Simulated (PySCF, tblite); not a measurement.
# C4H10BO2P: geometry, infrared bands and NMR shifts

Wanted: the infrared bands and NMR shifts of C4H10BO2P (`CC1COB(P)OC1`), by calculation.

The runs use tblite 0.8.0 and PySCF 2.14.0, with density-fitted response routines of our own; the level of theory stands in each step. All values are computed, except where a source is named. Atoms are numbered from 0 throughout.

### Step 1. The starting structure

18 atoms, charge 0, multiplicity 1; geometry from: force field or distance geometry start.

Bonds of the start (Å): C0–C1 1.54, C1–C2 1.54, C2–O3 1.43, O3–B4 1.48, B4–P5 1.94, B4–O6 1.46, O6–C7 1.42, C7–C1 1.54, C0–H8 1.11, C0–H9 1.10, C0–H10 1.12, C1–H11 1.12, C2–H12 1.11, C2–H13 1.11, P5–H14 1.45, P5–H15 1.44, C7–H16 1.12, C7–H17 1.12.

### Step 2. Optimising the geometry with GFN2-xTB

What the job is given:

```
{"job": {"kind": "relax", "xc": "GFN2-xTB", "basis": "xTB"}, "charge": 0, "multiplicity": 1}
C      1.928700    -1.071400    -0.177800
C      0.911400    -0.134200     0.500000
C      0.689800     1.141200    -0.327500
O     -0.300800     1.994900     0.240600
B     -1.527500     1.189300     0.436000
P     -2.921000     1.256800    -0.914800
O     -1.408300     0.014600     1.299700
C     -0.437500    -0.848400     0.735200
H      2.096000    -1.974600     0.448300
H      2.887800    -0.548600    -0.305600
H      1.540400    -1.388100    -1.174600
H      1.323100     0.153800     1.502500
H      0.398100     0.889200    -1.370500
H      1.637700     1.712500    -0.387200
H     -3.581300     0.063000    -0.436100
H     -2.131300     0.550200    -1.893900
H     -0.824500    -1.284100    -0.220400
H     -0.289600    -1.709700     1.427800
```

The run is started by

```console
OMP_NUM_THREADS=1 python probes_run.py task.json out
```

The driver reads the jobs from task.json and runs them one after another.

**Question.** This job is followed by: GFN2-xTB harmonic vibrations, gas phase; GIAO PBE0/pcSseg-1 NMR shielding, non-relativistic, gas phase. What will the session give for the following? strongest single infrared mode (GFN2-xTB); zero-point energy (GFN2-xTB); 13C shifts against TMS (PBE0/pcSseg-1, means over atoms taken as alike); 1H shifts against TMS (PBE0/pcSseg-1, means over atoms taken as alike); 17O shifts against H2O (PBE0/pcSseg-1, means over atoms taken as alike); 11B shifts against BF3·OEt2 (PBE0/pcSseg-1); 31P shifts against H3PO4 (PBE0/pcSseg-1); surface potential, 1st and 99th percentile.

**Answer**, as computed:

| quantity | value |
| --- | --- |
| strongest single infrared mode (GFN2-xTB) | 1171 cm⁻¹, 287 km/mol |
| zero-point energy (GFN2-xTB) | 88.5 kcal/mol |
| 13C shifts against TMS (PBE0/pcSseg-1, means over atoms taken as alike) | 71.8, 36.0, 14.1 ppm |
| 1H shifts against TMS (PBE0/pcSseg-1, means over atoms taken as alike) | 4.15, 3.73, 1.90, 1.21, 0.87 ppm |
| 17O shifts against H2O (PBE0/pcSseg-1, means over atoms taken as alike) | 135.0 ppm |
| 11B shifts against BF3·OEt2 (PBE0/pcSseg-1) | 31.4 ppm |
| 31P shifts against H3PO4 (PBE0/pcSseg-1) | -278.7 ppm |
| surface potential, 1st and 99th percentile | -1.32 V and 1.02 V |

In words: Over 113 steps the energy fell by 1.707 eV; of the close pairs, O3–B4 changed most, 1.481 to 1.351 Å. All 48 modes are real, so the xTB geometry is a minimum. The strongest single mode, at 1171 cm⁻¹, has its largest shares on B4, O6 and O3 (the list is cut at 3 atoms). GFN2-xTB is a fitted tight-binding method: band positions and strengths are rough. Its intensities can rank the bands wrongly. The most deshielded carbon is C2, C7 (mean) (sp3 CH2 bonded to O), at 71.8 ppm: pulled downfield by the heteroatom. At PBE0/pcSseg-1: Shielding is most anisotropic at O3, O6 (span 236 ppm, paramagnetic term -194 ppm).
